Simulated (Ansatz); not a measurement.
**BeS+ (doublet): wave-function methods side by side at distance S1–Be2 = 1.686 Å, cc-pVDZ**

Aim: climb from Hartree-Fock through coupled cluster and multireference methods for BeS+ (doublet) at one geometry and basis, and see what each rung misses.

Computed with Ansatz 0.2.0, Gaussian basis. Level: cc-pVDZ, core rule «outside noble gas», up to 6 orbitals frozen.

The runs, in order: UHF; CCSD(T) on ROHF; CCSD(T) on UHF; BCCD(T) on ROHF; CISD; CCSDT(Q) on ROHF; CCSDT(Q) on UHF; CASSCF and MRCISD+Q, 3 electrons in 3 orbitals; CASSCF and NEVPT2, 3 electrons in 3 orbitals; Full CI.

39 further runs of the same task are left out: 22 for a known fault of the program, 12 that didn't finish, 5 set aside as unsound or not needed.

**1. The geometry**

The geometry derives from a PBE0/def2-TZVP stationary point (not a proven minimum). One bond is set to the value named and the two fragments are kept rigid.

2 atoms, charge 1, spin multiplicity 2.

Atoms are counted from 1 here; the program's logs count them from 0.

Bond lengths: S1–Be2 1.686 Å.

**2. UHF**

The input, in.yaml:

```yaml
crystal:
  periodic: [false, false, false]
  atoms:
    - {symbol: S, position_ang: [0.000000, 0.000000, 0.000000]}
    - {symbol: Be, position_ang: [0.000000, 0.000000, 1.686000]}
basis:
  gaussian: {orbitals: cc-pVDZ}
total_charge: 1
magnetization: {spin_polarized: true, initial_magnetization: 1}
hamiltonian: {xc: hf}
output: {orbitals: {seedname: orbitals}}
```

The run is started by

```bash
$ ansatz run in.yaml --threads 1 --pin off --events-out ev --progress --plain --max-ram 2393MiB
```

The runs that follow: CCSD(T) on ROHF; CCSD(T) on UHF; BCCD(T) on ROHF; CISD; CCSDT(Q) on ROHF; CCSDT(Q) on UHF; CASSCF and MRCISD+Q, 3 electrons in 3 orbitals; CASSCF and NEVPT2, 3 electrons in 3 orbitals; Full CI.

Before running them: what should the planned runs give, taken together? Wanted: FCI from the RHF energy; RMP2 from FCI; UMP2 from FCI; RCCSD from FCI; RCCSD(T) from FCI; UCCSD(T) from FCI; RCCSDT(Q) from FCI; UCCSDT(Q) from FCI; NEVPT2 pair from FCI.

The runs gave:

| quantity | value |
| --- | --- |
| FCI from the ROHF energy | -4.0341 eV |
| RMP2 from FCI | +660.8 meV |
| UMP2 from FCI | +674.7 meV |
| RCCSD from FCI | +141.5 meV |
| RCCSD(T) from FCI | +27.5 meV |
| UCCSD(T) from FCI | +27.5 meV |
| RCCSDT(Q) from FCI | +0.6 meV |
| UCCSDT(Q) from FCI | -0.5 meV |
| NEVPT2 pair from FCI | +606.4 meV |
| MRCISD+Q pair from FCI | +11.8 meV |
| levels within 1 kcal/mol (43 meV) | RCCSD(T), UCCSD(T), BCCD(T), RCCSDT, UCCSDT, RCCSDT(Q), UCCSDT(Q), MRCISD+Q pair |
| T1 diagnostic | 0.021 |
| effectively unpaired electrons | 1.05 |

**Reading.** RCCSD(T) misses by +27.5 meV, 0.7 % of the correlation energy. One determinant dominates. Of the multireference levels listed MRCISD+Q pair comes nearest in total energy (+11.8 meV), which doesn't show that its space is the better one. These misses are within one basis, not against nature; the frozen cores of restricted and unrestricted runs differ, which can shift their rows.

Levels on UHF freeze UHF's core orbitals, full CI those of ROHF, so the U rows can settle a little off it for that reason alone.

With open shells the CI space here admits some triples and quadruples, so it is larger than plain CISD.
